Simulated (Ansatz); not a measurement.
# C2H10AlBSi: the cost of one run

All numbers below are computed with Ansatz 0.2.0 (RKS B3LYP/STO-3G).

## Step 1: The starting structure

Bond lengths: C1–Si2 1.812 Å, Si2–B3 1.956 Å, B3–C4 1.615 Å, B3–Al5 2.045 Å, C1–H6 1.134 Å, C1–H7 1.087 Å, C1–H8 1.151 Å, Si2–H9 1.499 Å, Si2–H10 1.461 Å, C4–H11 1.078 Å, C4–H12 1.071 Å, C4–H13 1.201 Å, Al5–H14 1.574 Å, Al5–H15 1.585 Å. Angles (14 of 24 angles, heavy atoms first): C1–Si2–B3 109.1°, Si2–B3–C4 117.4°, Si2–B3–Al5 120.2°, C4–B3–Al5 122.2°, C1–Si2–H9 106.8°, C1–Si2–H10 110.1°, B3–Si2–H9 111.7°, B3–Si2–H10 110.2°, Si2–C1–H6 112.6°, Si2–C1–H7 112.8°, Si2–C1–H8 109.1°, B3–C4–H11 112.9°, B3–C4–H12 110.6°, B3–C4–H13 101.7°.

Coordinates:

```xyz
15

C    -0.4886    1.7353    1.3768
Si    0.8763    0.8673    0.5591
B     0.1580   -0.6362   -0.4660
C     0.7034   -2.1125   -0.1035
Al   -1.1281   -0.2993   -2.0198
H    -0.1413    2.6513    1.9487
H    -1.0562    1.0926    2.0447
H    -1.1894    2.1731    0.5759
H     1.8069    0.4060    1.6405
H     1.5954    1.7816   -0.3245
H     1.3272   -2.1249    0.7755
H     1.1417   -2.5734   -0.9649
H    -0.3163   -2.6916    0.1544
H    -1.7346   -1.5074   -2.8267
H    -1.5762    1.1872   -2.3409
```

## Step 2: Relaxing the start

The input, input.yaml:

```yaml
crystal:
  periodic: [false, false, false]
  atoms:
    - { symbol: C, position_ang: [-0.4886, 1.7353, 1.3768] }
    - { symbol: Si, position_ang: [0.8763, 0.8673, 0.5591] }
    - { symbol: B, position_ang: [0.158, -0.6362, -0.466] }
    - { symbol: C, position_ang: [0.7034, -2.1125, -0.1035] }
    - { symbol: Al, position_ang: [-1.1281, -0.2993, -2.0198] }
    - { symbol: H, position_ang: [-0.1413, 2.6513, 1.9487] }
    - { symbol: H, position_ang: [-1.0562, 1.0926, 2.0447] }
    - { symbol: H, position_ang: [-1.1894, 2.1731, 0.5759] }
    - { symbol: H, position_ang: [1.8069, 0.406, 1.6405] }
    - { symbol: H, position_ang: [1.5954, 1.7816, -0.3245] }
    - { symbol: H, position_ang: [1.3272, -2.1249, 0.7755] }
    - { symbol: H, position_ang: [1.1417, -2.5734, -0.9649] }
    - { symbol: H, position_ang: [-0.3163, -2.6916, 0.1544] }
    - { symbol: H, position_ang: [-1.7346, -1.5074, -2.8267] }
    - { symbol: H, position_ang: [-1.5762, 1.1872, -2.3409] }
basis:
  gaussian: { orbitals: STO-3G }
hamiltonian:
  xc: b3lyp
relax:
  f_tol: 0.02
  max_steps: 40
```

On the command line:

```console
> ansatz run input.yaml --threads 1 --pin off --max-ram 2048MiB --backend cpu --events-out ev --progress --plain --runs-dir out
```

**Question.** How long does this run take on 1 thread of Intel Xeon 6975P-C (Granite Rapids), shared host, and how much memory does it need?

About 77 s, with a peak of 0.17 GiB.
